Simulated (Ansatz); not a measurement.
# ScAl5: the cost of one run

Computed with Ansatz 0.2.0 (DFT PBE, scalar-relativistic, plane waves, PAW, unless a step's input says otherwise).

### 1 The system as given

The structure is hexagonal, space group P-6m2 (No. 187). The conventional cell has a = 2.865 Å, b = 2.865 Å, c = 13.583 Å, α = 90.00°, β = 90.00°, γ = 120.00°. Around Sc (site symmetry -6m2) lie 6 Al at 2.80 Å and 6 Sc at 2.87 Å. Al (site symmetry 3m) has 12 Al at 2.80 to 2.87 Å as nearest neighbours. Around Al (site symmetry -6m2) lie 12 Al at 2.80 to 2.87 Å. Al (site symmetry 3m) is surrounded by 9 Al at 2.80 to 2.87 Å and 3 Sc at 2.80 Å.

Structure file:

```xyz
6
Lattice="2.8650 0.0000 0.0000 -1.4325 2.4812 0.0000 0.0000 0.0000 13.5830" Properties=species:S:1:pos:R:3 pbc="T T T"
Sc    0.0000    1.6541    6.7915
Al    0.0000    1.6541   11.3192
Al    0.0000    1.6541    2.2638
Al    1.4325    0.8271    0.0000
Al    1.4325    0.8271    4.5277
Al    1.4325    0.8271    9.0553
```

The start is an ordering of an alloy on its end members' structure types: elements ordered on the sites of the Hf type, Al/Sc on Hf (P-6m2, No. 187).

### 2 A first look at the guess

input.yaml reads:

```yaml
crystal:
  lattice:
    - [2.86500675, 0.0, 0.0]
    - [-1.43250338, 2.48116863, 0.0]
    - [0.0, 0.0, 13.58302307]
  atoms:
    - { symbol: Sc, position: [0.33333333, 0.66666667, 0.5] }
    - { symbol: Al, position: [0.33333333, 0.66666667, 0.83333333] }
    - { symbol: Al, position: [0.33333333, 0.66666667, 0.16666667] }
    - { symbol: Al, position: [0.66666667, 0.33333333, 0.0] }
    - { symbol: Al, position: [0.66666667, 0.33333333, 0.33333333] }
    - { symbol: Al, position: [0.66666667, 0.33333333, 0.66666667] }
basis:
  ecutwfc: 420
kpoints:
  mp_grid: { grid: [6, 6, 2] }
hamiltonian:
  xc: pbe
scf:
  occupations: { method: gaussian, width: 0.1 }
  lower_state_search: "off"
output:
  forces: true
  stress: true
  eigenvalues: true
```

Launch:

```
> ansatz run input.yaml --threads 1 --pin off --max-ram 2560MiB --backend cpu --events-out ev --progress --plain --runs-dir out
```

Q: Estimate wall time and peak memory on 1 thread of AMD EPYC (Zen 3), shared host.

About 6 s, with a peak of 0.34 GiB.
